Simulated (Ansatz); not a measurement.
# Si: the cost of one run

Program: Ansatz 0.2.0. Level of theory: DFT LDA, plane waves, PAW, scalar-relativistic, no spin polarisation. These are calculated values, not measurements.

## (1) The system as given

The cell holds 63 atoms (Si63): a = 10.860 Å, b = 10.860 Å, c = 10.860 Å, α = 90.00°, β = 90.00°, γ = 90.00°.

The coordinates stand in the first input below.

## (2) End point A

input.yaml reads:

```yaml
crystal:
  lattice:
    - [10.86, 0.0, 0.0]
    - [0.0, 10.86, 0.0]
    - [0.0, 0.0, 10.86]
  atoms:
    - { symbol: Si, position: [0.499935, -0.0057129, -0.0008257] }
    - { symbol: Si, position: [0.6244312, 0.1261118, 0.1261254] }
    - { symbol: Si, position: [0.7554306, 0.2470569, 2.43e-05] }
    - { symbol: Si, position: [0.8768907, 0.3782375, 0.1217395] }
    - { symbol: Si, position: [0.7542536, -0.0013229, 0.2484037] }
    - { symbol: Si, position: [0.8758524, 0.1275765, 0.3763892] }
    - { symbol: Si, position: [0.0019751, 0.0007104, 0.0026198] }
    - { symbol: Si, position: [0.1237694, 0.1253806, 0.1262323] }
    - { symbol: Si, position: [0.2504379, 0.2522989, -0.001765] }
    - { symbol: Si, position: [0.3734256, 0.3781358, 0.1254291] }
    - { symbol: Si, position: [0.5012345, 0.5018937, 0.0030346] }
    - { symbol: Si, position: [0.6224099, 0.6289987, 0.1218149] }
    - { symbol: Si, position: [0.7520611, 0.7461215, -0.0008172] }
    - { symbol: Si, position: [0.8740713, 0.8757867, 0.1258772] }
    - { symbol: Si, position: [0.371714, 0.1243224, 0.3738511] }
    - { symbol: Si, position: [0.5005947, 0.248301, 0.2471938] }
    - { symbol: Si, position: [0.6250733, 0.3770516, 0.3692125] }
    - { symbol: Si, position: [0.7524983, 0.5000934, 0.2520733] }
    - { symbol: Si, position: [0.8736525, 0.6226972, 0.3770685] }
    - { symbol: Si, position: [0.4991636, -0.0019345, 0.4997774] }
    - { symbol: Si, position: [0.6279984, 0.1278943, 0.6288438] }
    - { symbol: Si, position: [0.7498427, 0.245575, 0.5037725] }
    - { symbol: Si, position: [0.8752544, 0.3716465, 0.6231375] }
    - { symbol: Si, position: [0.7484541, -0.003623, 0.7502233] }
    - { symbol: Si, position: [0.8757672, 0.1261603, 0.8767645] }
    - { symbol: Si, position: [0.0007884, 0.4955838, -0.002006] }
    - { symbol: Si, position: [0.1263883, 0.6245093, 0.124639] }
    - { symbol: Si, position: [0.2476893, 0.7509005, -0.0008916] }
    - { symbol: Si, position: [0.3755191, 0.876493, 0.1295812] }
    - { symbol: Si, position: [0.0016788, 0.2489197, 0.2463693] }
    - { symbol: Si, position: [0.1298782, 0.377933, 0.3702047] }
    - { symbol: Si, position: [0.25031, 0.5025554, 0.2489832] }
    - { symbol: Si, position: [0.3754343, 0.6226806, 0.3773155] }
    - { symbol: Si, position: [0.5015966, 0.7473146, 0.2502956] }
    - { symbol: Si, position: [0.6217283, 0.8767663, 0.3714458] }
    - { symbol: Si, position: [0.0015646, -0.0022212, 0.4974134] }
    - { symbol: Si, position: [0.1275879, 0.1249382, 0.6249831] }
    - { symbol: Si, position: [0.2498077, 0.2460992, 0.50099] }
    - { symbol: Si, position: [0.3728177, 0.3768146, 0.6286414] }
    - { symbol: Si, position: [0.5027121, 0.4992276, 0.4972235] }
    - { symbol: Si, position: [0.6296573, 0.6244432, 0.6262479] }
    - { symbol: Si, position: [0.7451331, 0.7476234, 0.4994804] }
    - { symbol: Si, position: [0.8716807, 0.8756092, 0.6230268] }
    - { symbol: Si, position: [0.2500651, -0.0043934, 0.7516641] }
    - { symbol: Si, position: [0.3770353, 0.1256782, 0.8721659] }
    - { symbol: Si, position: [0.4950124, 0.2469151, 0.7490541] }
    - { symbol: Si, position: [0.6225197, 0.3737948, 0.8786516] }
    - { symbol: Si, position: [0.7482176, 0.4951704, 0.753154] }
    - { symbol: Si, position: [0.8766773, 0.629642, 0.8762765] }
    - { symbol: Si, position: [0.0006112, 0.7520604, 0.2517683] }
    - { symbol: Si, position: [0.1314802, 0.8720328, 0.3742007] }
    - { symbol: Si, position: [-0.0007429, 0.497045, 0.5074263] }
    - { symbol: Si, position: [0.1265401, 0.6270353, 0.6281164] }
    - { symbol: Si, position: [0.2477236, 0.7515113, 0.5028522] }
    - { symbol: Si, position: [0.3736168, 0.880544, 0.6275795] }
    - { symbol: Si, position: [0.0038132, 0.2511997, 0.7478863] }
    - { symbol: Si, position: [0.1208042, 0.3769489, 0.8764386] }
    - { symbol: Si, position: [0.2520902, 0.4961191, 0.7567464] }
    - { symbol: Si, position: [0.373056, 0.6228273, 0.8781217] }
    - { symbol: Si, position: [0.4984075, 0.7541341, 0.7521638] }
    - { symbol: Si, position: [0.622901, 0.8695761, 0.8753834] }
    - { symbol: Si, position: [0.0018818, 0.7476188, 0.752042] }
    - { symbol: Si, position: [0.1252886, 0.8743807, 0.8765707] }
total_charge: 2
basis:
  ecutwfc: 420.0
kpoints:
  mp_grid: { grid: [1, 1, 1] }
hamiltonian:
  xc: lda
  pseudopotentials: { kind: paw, azcp: { folder: soft_1 } }
scf:
  occupations: { method: fermi_dirac, width: 0.02 }
  lower_state_search: "off"
relax:
  f_tol: 0.03
  max_steps: 60
  adjacent_minimum: "off"
output:
  write_density: true
  write_potential: true
  elf: true
  volumetric_format: npy
```

Command:

```sh
> ansatz run input.yaml --threads 4 --pin off --max-ram 10240MiB --backend cpu --events-out ev --progress --plain --runs-dir out
```

**Question.** How long does this run take on 4 threads of Arm Neoverse V2, shared host, and how much memory does it need?

About 21 s, with a peak of 0.93 GiB.
